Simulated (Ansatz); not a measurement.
# BFH₄SiSn: small, medium and large basis sets

One table from this session's results is given with a row withheld; the runs are named, their logs left out.

Program: Ansatz 0.2.0, Gaussian basis. Level of theory: one geometry, several basis sets. These are calculated values, not measurements.

Plan: PBE0-D4/def2-SVP; ωB97M-V/def2-SVP; PBE0-D4/def2-QZVPP; ωB97M-V/def2-QZVPP; the functionals' def2-TZVPP values are taken from earlier runs.

### The geometry

The geometry comes from an earlier relaxation with PBE0-D4 in a triple-zeta def2 set; it is a stationary point, not always the lowest conformer. Sn takes the def2 core potential; no spin-orbit term is included.

SMILES `F[B]1[SiH2][SnH2]1`, 8 atoms, charge 0, spin multiplicity 1.

Atoms are counted from 1 here; the program's logs count them from 0.

Bond lengths: F1–B2 1.314 Å, B2–Si3 1.939 Å, B2–Sn4 2.244 Å, Si3–Sn4 2.683 Å, Si3–H5 1.491 Å, Si3–H6 1.487 Å, Sn4–H7 1.711 Å, Sn4–H8 1.702 Å. Angles: F1–B2–Si3 138.9°, F1–B2–Sn4 126.8°, Si3–B2–Sn4 79.4°, B2–Si3–Sn4 55.3°, B2–Si3–H5 132.8°, B2–Si3–H6 108.1°, Sn4–Si3–H5 146.4°, Sn4–Si3–H6 88.0°, H5–Si3–H6 112.3°, B2–Sn4–Si3 45.3°, B2–Sn4–H7 119.9°, B2–Sn4–H8 131.4°, Si3–Sn4–H7 130.2°, Si3–Sn4–H8 105.3°, H7–Sn4–H8 108.4°.

The first run:

Input file in.yaml:

```yaml
crystal:
  periodic: [false, false, false]
  atoms:
    - {symbol: F, position_ang: [2.415878, -0.732026, 0.525462]}
    - {symbol: B, position_ang: [1.183956, -0.281226, 0.597737]}
    - {symbol: Si, position_ang: [0.191463, 1.330087, 0.175016]}
    - {symbol: Sn, position_ang: [-0.629606, -1.161626, -0.387816]}
    - {symbol: H, position_ang: [0.597657, 2.656707, -0.370621]}
    - {symbol: H, position_ang: [-0.947679, 1.434232, 1.124737]}
    - {symbol: H, position_ang: [-0.459861, -2.083767, -1.819282]}
    - {symbol: H, position_ang: [-2.259606, -1.219481, 0.098966]}
basis:
  gaussian: {orbitals: def2-SVP}
hamiltonian: {xc: pbe0, dispersion: d4}
output: {orbitals: {seedname: orbitals}}
```

Started as:

```console
ansatz run in.yaml --threads 2 --pin off --events-out ev --progress --plain --max-ram 4352MiB
```

Among the steps run: PBE0-D4 in def2-SVP; ωB97M-V in def2-SVP; PBE0-D4 in def2-QZVPP; ωB97M-V in def2-QZVPP.

One table of the session follows, with a row left open; its other results are not shown here.

It belongs to the step «Density functionals: the series». 

| functional | basis | HOMO (eV) | LUMO (eV) |
| --- | --- | --- | --- |
| PBE0-D4 | def2-SVP | -6.46 | -1.87 |
| PBE0-D4 | def2-TZVPP | -6.50 | -1.95 |
| PBE0-D4 | def2-QZVPP | -6.50 | -1.97 |
| ωB97M-V | def2-SVP | -8.25 | 0.06 |
| ωB97M-V | def2-TZVPP | ? | ? |
| ωB97M-V | def2-QZVPP | -8.34 | -0.16 |

Estimate the missing values for ωB97M-V, def2-TZVPP.

**Answer.** HOMO (eV): -8.33; LUMO (eV): -0.11. In the column «HOMO (eV)» it lies between ωB97M-V, def2-QZVPP (-8.34) and ωB97M-V, def2-SVP (-8.25).
